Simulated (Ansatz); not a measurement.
From input file to script: Cs, space group I4/mmm in Ansatz 0.2.0.

```yaml
crystal:
  lattice:
    - [-2.750075, 2.750075, 4.097239]
    - [2.750075, -2.750075, 4.097239]
    - [2.750075, 2.750075, -4.097239]
  atoms:
    - { symbol: Cs, position: [0.0, 0.0, 0.0] }
kpoints:
  mp_grid:
    kspacing: 0.26
hamiltonian:
  xc: pbesol
  pseudopotentials:
    kind: paw
scf:
  occupations:
    method: cold
    width: 0.1
output:
  write_potential_components: true
  populations: true
  dos:
    de: 0.1
    method:
      smearing:
        sigma: 0.15
    projected: true
  eigenvalues: true
```

The script, `run_survey.py`:
```python
'''One SCF of Cs and its post-processing.'''

from pathlib import Path
import warnings

import ansatz as az
from ase.data import atomic_numbers
import numpy as np
import spglib

vectors = np.array([
    [-2.750075, 2.750075, 4.097239],
    [2.750075, -2.750075, 4.097239],
    [2.750075, 2.750075, -4.097239],
])
structure = az.Lattice.of(vectors).atom('Cs', (0.0, 0.0, 0.0))

model = (
    structure.calculation()
    .kpoints(spacing=0.26)
    .pseudopotentials('paw')
    .occupations('cold', width=0.1)
    .functional('pbesol')
    .potential_components()
    .density_of_states(energy_step=0.1, method='smearing', broadening_width=0.15, projected=True)
    .band_table()
    .populations()
)
with warnings.catch_warnings(record=True) as caught:
    warnings.simplefilter('always')
    outcome = model.run(threads=1)
print('warnings raised:', sorted(w.category.__name__ for w in caught) or 'none')
report = outcome.report

energy = report['free_energy_ev']
print('Cs: {:.6f} eV = {:.6f} Ry = {:.6f} Ha'.format(energy, energy / 13.605693, energy / 27.211386))
print('Fermi level {:.4f} eV, {} k-points, {} symmetry operations'.format(report['fermi_energy_ev'], report['n_kpoints'], report['n_symmetry_ops']))

spg_cell = (outcome.lattice.cell_ang, [s.position_frac for s in outcome.lattice.sites], [atomic_numbers[s.symbol] for s in outcome.lattice.sites])
# space group as spglib finds it
found = spglib.get_symmetry_dataset(spg_cell, symprec=1e-3)
print(found.international, found.number, 'point group', found.pointgroup)
for site, letter, group in zip(outcome.lattice.sites, found.wyckoffs, found.site_symmetry_symbols):
    print(f'  {site.symbol:2s} Wyckoff {letter}  site symmetry {group}')

folder = Path(outcome.write_results('parts'))
text = (folder / 'v_comp_z.tsv').read_text().splitlines()
rows = np.array([line.split() for line in text if not line.startswith('#')], dtype=float)
print(text[0])
print(np.array2string(rows[:: max(len(rows) // 12, 1)], precision=3, suppress_small=True))

dos = outcome.density_of_states()
energy = np.asarray(dos.energies_ev) - dos.fermi_ev
projected = outcome.projected_density_of_states()
# electrons in each projected shell, from the curves below the Fermi level
step = energy[1] - energy[0]
for index, site in enumerate(projected.sites):
    for shell in site.shells:
        curve = sum(np.sum(part.g_bin_mean_per_ev, axis=0) for part in shell.curves)
        print(f'site {index} {site.species:2s} {shell.label:3s} filled {curve[energy <= 0].sum() * step:7.3f}  at E_F {np.interp(0, energy, curve):7.3f} /eV')

table = np.array(report['eigenvalues_ev']) - report['fermi_energy_ev']
filling = np.array(report['occupations'])
weights = np.tile(report['kweights'], len(table) // len(report['kweights']))
print('band   lowest  highest (eV from E_F)  electrons')
for band in range(table.shape[1]):
    if table[:, band].max() > -12:
        print(f'{band + 1:4d} {table[:, band].min():8.3f} {table[:, band].max():8.3f} {weights @ filling[:, band]:18.4f}')
print('electrons counted from the table:', round(float(weights @ filling.sum(axis=1)), 5))

print(model.to_python())

files = Path(outcome.write_results('tables'))
print((files / 'populations.tsv').read_text())
```

Output of `python run_survey.py`:
```text
warnings raised: ['DeckWarning', 'PlacementWarning']
Cs: -5585.790768 eV = -410.548053 Ry = -205.274026 Ha
Fermi level 1.8871 eV, 40 k-points, 16 symmetry operations
I4/mmm 139 point group 4/mmm
  Cs Wyckoff a  site symmetry 4/mmm
# z_ang	v_loc[eV]	v_h[eV]	v_xc[eV]
[[ 0.    -5.862  5.097 -6.741]
 [ 0.424 -5.115  4.556 -6.551]
 [ 0.847 -2.848  2.975 -6.037]
 [ 1.271  0.707  0.667 -5.399]
 [ 1.695  4.295 -1.713 -4.794]
 [ 2.118  6.728 -3.579 -4.339]
 [ 2.542  8.032 -4.64  -4.065]
 [ 2.966  8.219 -4.794 -4.014]
 [ 3.39   7.287 -4.03  -4.231]
 [ 3.813  5.237 -2.412 -4.62 ]
 [ 4.237  1.991 -0.153 -5.189]
 [ 4.661 -1.771  2.258 -5.826]
 [ 5.084 -4.528  4.138 -6.409]
 [ 5.508 -5.78   5.037 -6.72 ]]
site 0 Cs 5S  filled   1.998  at E_F   0.000 /eV
site 0 Cs 6S  filled   0.959  at E_F   0.877 /eV
site 0 Cs 5P  filled   5.994  at E_F   0.007 /eV
band   lowest  highest (eV from E_F)  electrons
   2  -10.767  -10.667             2.0000
   3  -10.737  -10.666             2.0000
   4  -10.708  -10.666             2.0000
   5   -1.649    0.727             1.0000
   6    0.678    2.269             0.0000
   7    1.042    2.561             0.0000
   8    2.181    3.610             0.0000
   9    2.641    3.943             0.0000
electrons counted from the table: 9.0
(
    az.Lattice.of(((-2.750075, 2.750075, 4.097239), (2.750075, -2.750075, 4.097239), (2.750075, 2.750075, -4.097239)))
    .atom("Cs", (0.0, 0.0, 0.0))
    .calculation()
    .kpoints(spacing=0.26)
    .functional("pbesol")
    .pseudopotentials(kind="paw")
    .occupations(method="cold", width=0.1)
    .potential_components()
    .populations()
    .density_of_states(energy_step=0.1, method="smearing", broadening_width=0.15, projected=True)
    .band_table(publish=True)
)

# site	symbol	l	j	q
# orbitals = lowdin
# n_electrons = 9.000000
# spilling = 0.003230
0	Cs	0_5S	-	1.997986
0	Cs	0_6S	-	0.978108
0	Cs	1_5P	-	5.994835
```

Caveats:
- Absolute energies stand on the zero of these potentials, so only differences at equal settings mean something. A total without «per atom» is that of the cell as typed.
- Only differences from the Fermi energy are physical; the zero of the scale is a convention.
- Projections exist only for the shells that the potentials hold, some of them semicore, and samples at single energies can miss narrow peaks.
- The empty d shell of the heavier alkali and alkaline-earth atoms, which makes much of a conduction band, may have no channel.
- This isn't the structure that Cs takes at ambient conditions.
- Gaps and levels are Kohn-Sham values on a finite set of k-points, without spin-orbit coupling.
- The computed bands are complete only to about 2.6 eV above the Fermi level; beyond that the density of states is undercounted.
- The whole script took 3.3 s on 1 thread of Arm Neoverse V1 (shared host), peak memory 0.42 GiB.

(A comment or docstring line of the script was reworded after the run, the code is as it ran; lines on the test bed's own set-up are left out of the output.)
